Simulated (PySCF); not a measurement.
**SnSiH6 (SMILES [SiH3][SnH3]) at 6 levels**

Aim: a comparison of 6 runs (HF/STO-3G, HF/def2-SVP, PBE0/def2-SVP, TPSS/def2-SVPD, TPSS/def2-TZVP, CCSD(T)/def2-TZVP) of SnSiH6. Input form: a Python script.

The calculation is run with PySCF 2.14.0.

1 further run of the same task is left out (set aside as unsound or not needed).

### 1 Starting point

The species is SnSiH6 (8 atoms), meant as a singlet with charge 0. As SMILES, `[SiH3][SnH3]`. The coordinates come from a PBE0-D4/def2-TZVP relaxation.

Bond lengths: Si1–Sn2 2.560 Å, Si1–H3 1.487 Å, Si1–H4 1.487 Å, Si1–H5 1.487 Å, Sn2–H6 1.708 Å, Sn2–H7 1.708 Å, Sn2–H8 1.708 Å. Some angles: Si1–Sn2–H6 110.7°, Si1–Sn2–H7 110.8°, Si1–Sn2–H8 110.8°, Sn2–Si1–H3 110.2°, Sn2–Si1–H4 110.2°, Sn2–Si1–H5 110.2°, H6–Sn2–H7 108.2°, H6–Sn2–H8 108.2°, H7–Sn2–H8 108.2°, H3–Si1–H4 108.8°.

### 2 Energy and forces at HF/STO-3G (run 1)

Contents of run.py:

```python
import pyscf.grad
from pyscf import gto, scf

mol = gto.M(
    atom='''
Si  -0.621900   0.121300  -1.152100
Sn   0.611700  -0.129400   1.077500
H   -2.070400   0.355200  -0.912500
H   -0.465000  -1.112000  -1.967300
H   -0.071600   1.272400  -1.915300
H    0.450400   1.285900   2.019300
H    2.276200  -0.410700   0.820500
H   -0.017200  -1.439600   1.974000
''',
    max_memory=1860,
    verbose=3,
    basis='sto-3g',
    charge=0,
)

mf = scf.RHF(mol)
mf.conv_tol = 1e-10
mf.kernel()
if not mf.converged:
    mf = mf.newton().run(mf.mo_coeff, mf.mo_occ)

etot = mf.e_tot
print('Final energy', etot)
grad = mf.Gradients().kernel()
mf.analyze()
```

Command:

```bash
$ OMP_NUM_THREADS=1 python run.py
```

The log of the run:

```text
converged SCF energy = -6252.40688517283
Final energy -6252.406885172829
--------------- RHF gradients ---------------
         x                y                z
0 Si     0.0051970569    -0.0011047075     0.0093487994
1 Sn    -0.0079945734     0.0015717466    -0.0144998576
2 H    -0.0311471651     0.0049660101     0.0084245419
3 H     0.0051982089    -0.0282563292    -0.0154814143
4 H     0.0141175069     0.0257485346    -0.0142889087
5 H    -0.0021175915     0.0217838626     0.0152194320
6 H     0.0260645998    -0.0044162497    -0.0032643704
7 H    -0.0093180425    -0.0202928676     0.0145417778
----------------------------------------------
**** MO energy ****
MO #1   energy= -1029.86946514548  occ= 2
MO #2   energy= -153.501464660008  occ= 2
MO #3   energy= -145.33099108181   occ= 2
MO #4   energy= -145.330915354522  occ= 2
MO #5   energy= -145.330915229625  occ= 2
MO #6   energy= -67.9481350144756  occ= 2
MO #7   energy= -29.5774413061094  occ= 2
MO #8   energy= -26.5596117619916  occ= 2
MO #9   energy= -26.5594035911171  occ= 2
MO #10  energy= -26.5594034284241  occ= 2
MO #11  energy= -18.1616369457656  occ= 2
MO #12  energy= -18.1616359536243  occ= 2
MO #13  energy= -18.1614009054674  occ= 2
MO #14  energy= -18.1609500108356  occ= 2
MO #15  energy= -18.1609487542937  occ= 2
MO #16  energy= -5.93598589941751  occ= 2
MO #17  energy= -4.78691485289979  occ= 2
MO #18  energy= -3.96138593375065  occ= 2
MO #19  energy= -3.96068500229817  occ= 2
MO #20  energy= -3.96068488358438  occ= 2
MO #21  energy= -3.54008103178428  occ= 2
MO #22  energy= -3.5386874405605   occ= 2
MO #23  energy= -3.53868661733001  occ= 2
MO #24  energy= -0.866042520497163 occ= 2
MO #25  energy= -0.866040004869773 occ= 2
MO #26  energy= -0.863444942575398 occ= 2
MO #27  energy= -0.858495823256088 occ= 2
MO #28  energy= -0.858494920674481 occ= 2
MO #29  energy= -0.674839532007198 occ= 2
MO #30  energy= -0.541998976271009 occ= 2
MO #31  energy= -0.420449697879994 occ= 2
MO #32  energy= -0.420421619471965 occ= 2
MO #33  energy= -0.369881251870837 occ= 2
MO #34  energy= -0.369862701197464 occ= 2
MO #35  energy= -0.300258295274269 occ= 2
MO #36  energy= 0.378303287149814  occ= 0
MO #37  energy= 0.434393240362152  occ= 0
MO #38  energy= 0.434415024401381  occ= 0
MO #39  energy= 0.486917473204469  occ= 0
MO #40  energy= 0.543525453460209  occ= 0
MO #41  energy= 0.586383383705409  occ= 0
MO #42  energy= 0.586442166693252  occ= 0
 ** Mulliken atomic charges  **
charge of    0Si =      0.41299
charge of    1Sn =      0.46630
charge of    2H =     -0.14072
charge of    3H =     -0.14068
charge of    4H =     -0.14071
charge of    5H =     -0.15242
charge of    6H =     -0.15238
charge of    7H =     -0.15238
Dipole moment(X, Y, Z, Debye): -0.05582,  0.00894, -0.10287
```

Wall time 11 s (1 thread of Intel Xeon at 2.50GHz (Skylake/Cascade Lake), shared host); peak memory 0.12 GiB.

### 3 Energy and forces at HF/def2-SVP (core potential) (run 2)

Contents of input.py:

```python
from pyscf import gto

system = gto.M(
    atom='''
Si    -1.175221     0.229224    -2.177153
Sn     1.155945    -0.244531     2.036180
H     -3.912489     0.671231    -1.724375
H     -0.878723    -2.101375    -3.717658
H     -0.135304     2.404488    -3.619392
H      0.851133     2.429999     3.815924
H      4.301395    -0.776111     1.550520
H     -0.032503    -2.720450     3.730319
''',
    basis='def2-svp',
    unit='bohr',
    ecp={'Sn': 'def2-svp'},
    max_memory=1860,
    verbose=4,
    spin=0,
)

mf = system.RHF()
mf.conv_tol = 1e-10
mf.kernel()
if not mf.converged:
    mf = mf.newton().run(mf.mo_coeff, mf.mo_occ)

e_final = mf.e_tot
print('E(%s) = %.9f' % ('HF', e_final))
grad = mf.nuc_grad_method().kernel()
mf.analyze()
```

Command:

```bash
$ OMP_NUM_THREADS=1 python input.py
```

The log of the run:

```text
PySCF version 2.14.0

[... 62 lines left out ...]
converged SCF energy = -505.648729160687
[... 24 lines left out ...]
MO #4   energy= -4.24344994343027  occ= 2
[... 9 lines left out ...]
MO #14  energy= -1.31203551636544  occ= 2
[... 9 lines left out ...]
MO #24  energy= 0.12840297335501   occ= 0
[... 9 lines left out ...]
MO #34  energy= 0.453317627515309  occ= 0
[... 9 lines left out ...]
MO #44  energy= 0.745253748267049  occ= 0
[... 9 lines left out ...]
MO #54  energy= 1.63028979332373   occ= 0
[... 9 lines left out ...]
MO #64  energy= 1.99488588914115   occ= 0
[... 9 lines left out ...]
MO #74  energy= 52.3934930015185   occ= 0
[... 85 lines left out ...]
Dipole moment(X, Y, Z, Debye): -0.10633,  0.01956, -0.19394
```

Wall time 15 s (1 thread of Intel Xeon at 2.50GHz (Skylake/Cascade Lake), shared host); peak memory 0.15 GiB.

Run 3 isn't shown in full; the table further down has it.

### 4 Energy and gradient at TPSS/def2-SVPD (core potential) (run 4)

Contents of input.xyz:

```xyz
8
H6SiSn
Si    -0.621900     0.121300    -1.152100
Sn     0.611700    -0.129400     1.077500
H     -2.070400     0.355200    -0.912500
H     -0.465000    -1.112000    -1.967300
H     -0.071600     1.272400    -1.915300
H      0.450400     1.285900     2.019300
H      2.276200    -0.410700     0.820500
H     -0.017200    -1.439600     1.974000
```

Contents of input.py:

```python
import pyscf.grad
from pyscf import gto, dft

mol = gto.Mole()
mol.atom = 'input.xyz'
mol.max_memory = 1860
mol.basis = 'def2-svpd'
mol.ecp = {'Sn': 'def2-svp'}
mol.charge = 0
mol.verbose = 4
mol.spin = 0
mol.build()

mf = dft.RKS(mol, xc='tpss')
mf.grids.level = 5
mf.conv_tol = 1e-10
mf.kernel()
if not mf.converged:
    mf = mf.newton().run(mf.mo_coeff, mf.mo_occ)

energy = mf.e_tot
print('E = %.10f Eh' % energy)
grad = mf.Gradients().kernel()
mf.analyze()
```

Command:

```bash
$ OMP_NUM_THREADS=1 python input.py
```

The log of the run:

```text
PySCF version 2.14.0

[... 111 lines left out ...]
MO #6   energy= -3.50128604955712  occ= 2
[... 13 lines left out ...]
MO #20  energy= -0.294824984785207 occ= 2
[... 13 lines left out ...]
MO #34  energy= 0.0922706089402087 occ= 0
[... 13 lines left out ...]
MO #48  energy= 0.257429465140655  occ= 0
[... 13 lines left out ...]
MO #62  energy= 0.456870289808659  occ= 0
[... 13 lines left out ...]
MO #76  energy= 0.839735127833514  occ= 0
[... 13 lines left out ...]
MO #90  energy= 1.77098551584843   occ= 0
[... 13 lines left out ...]
MO #104 energy= 52.0680910231877   occ= 0
[... 115 lines left out ...]
Dipole moment(X, Y, Z, Debye): -0.14896,  0.02873, -0.27056
```

Run time: 95 s. Hardware: 1 thread of Intel Xeon at 2.50GHz (Skylake/Cascade Lake), shared host; peak memory 1.1 GiB.

Run 5 isn't shown in full; the table further down has it.

### 5 The energy at CCSD(T)/def2-TZVP (core potential) (run 6)

Contents of job.py:

```python
from pyscf import gto, cc

mol = gto.M(
    atom='''
Si      -0.621900       0.121300      -1.152100
Sn       0.611700      -0.129400       1.077500
H       -2.070400       0.355200      -0.912500
H       -0.465000      -1.112000      -1.967300
H       -0.071600       1.272400      -1.915300
H        0.450400       1.285900       2.019300
H        2.276200      -0.410700       0.820500
H       -0.017200      -1.439600       1.974000
''',
    basis='def2-tzvp',
    verbose=4,
    max_memory=1860,
    ecp={'Sn': 'def2-svp'},
)

mf = mol.RHF()
mf.conv_tol = 1e-10
mf.kernel()
if not mf.converged:
    mf = mf.newton().run(mf.mo_coeff, mf.mo_occ)

mycc = cc.CCSD(mf, frozen=9)
mycc.kernel()
e_t = mycc.ccsd_t()
e_tot = mycc.e_tot + e_t
print(f'total energy: {e_tot:.8f} hartree')
mf.analyze()
```

Command:

```bash
$ OMP_NUM_THREADS=1 python job.py
```

The log of the run:

```text
PySCF version 2.14.0

[... 93 lines left out ...]
Total Energy =                        -505.760714390019473
[... 17 lines left out ...]
MO #11  energy= -1.31407323892676  occ= 2
[... 15 lines left out ...]
MO #27  energy= 0.143176335330184  occ= 0
[... 15 lines left out ...]
MO #43  energy= 0.467200727612478  occ= 0
[... 15 lines left out ...]
MO #59  energy= 1.07322259434177   occ= 0
[... 15 lines left out ...]
MO #75  energy= 1.41503437546653   occ= 0
[... 15 lines left out ...]
MO #91  energy= 2.18331970713907   occ= 0
[... 15 lines left out ...]
MO #107 energy= 2.79443420555002   occ= 0
[... 15 lines left out ...]
MO #123 energy= 114.12167986179    occ= 0
[... 134 lines left out ...]
Dipole moment(X, Y, Z, Debye): -0.16656,  0.03187, -0.30276
```

Run time: 3.3 min. Hardware: 1 thread of Intel Xeon at 2.50GHz (Skylake/Cascade Lake), shared host; peak memory 1.9 GiB.

### 6 The series

```
run                               level  core potential  integration grid   energy (Eh)  dipole moment (D) of the reference  HOMO energy (eV)  LUMO energy (eV)  wall time
  1                           HF/STO-3G               –                 –  -6252.406885                                0.12             -8.17             10.29       11 s
  2        HF/def2-SVP (core potential)        def2-svp                 –   -505.648729                                0.22            -10.44              3.33       15 s
  3      PBE0/def2-SVP (core potential)        def2-svp                 5   -507.144301                                0.15             -8.01              0.37       48 s
  4     TPSS/def2-SVPD (core potential)        def2-svp                 5   -507.222678                                0.31             -7.11             -0.76       95 s
  5     TPSS/def2-TZVP (core potential)        def2-svp                 5   -507.329656                                0.29             -7.09             -0.65    2.6 min
  6  CCSD(T)/def2-TZVP (core potential)        def2-svp                 –   -506.264280                                0.35            -10.41              2.46    3.3 min
```

### 7 Results

| quantity | value |
| --- | --- |
| run 6: total energy | -506.26428 Eh |
| run 6: dipole moment (Hartree–Fock density) | 0.35 D |
| run 6: HOMO energy (Hartree–Fock orbitals) | -10.41 eV |
| run 6: LUMO energy (Hartree–Fock orbitals) | 2.46 eV |
| run 6: HOMO–LUMO gap (Hartree–Fock orbitals) | 12.87 eV |
| run 6: correlation energy (9 core orbitals frozen) | -503.6 mEh |
| run 6: (T) correction | -13.07 mEh |
| run 6: T1 diagnostic | 0.014 |

Over runs 1, 2, 3, 4, 5 the dipole moment (its size) runs from 0.12 D (HF/STO-3G) to 0.31 D (TPSS/def2-SVPD). The two ends differ in method and basis and core potential. Over runs 1, 2, 3, 4, 5 the HOMO–LUMO gap runs from 6.35 eV (TPSS/def2-SVPD) to 18.46 eV (HF/STO-3G). Totals of different functionals can't be ranked against each other. Some runs of one species differ in core potentials or relativity; totals across that change don't compare. In run 1 the basis is minimal, so the values are rough. In run 1 relativity is left out where basis or elements ask for it. All runs together took 8.8 min, the longest 3.3 min.
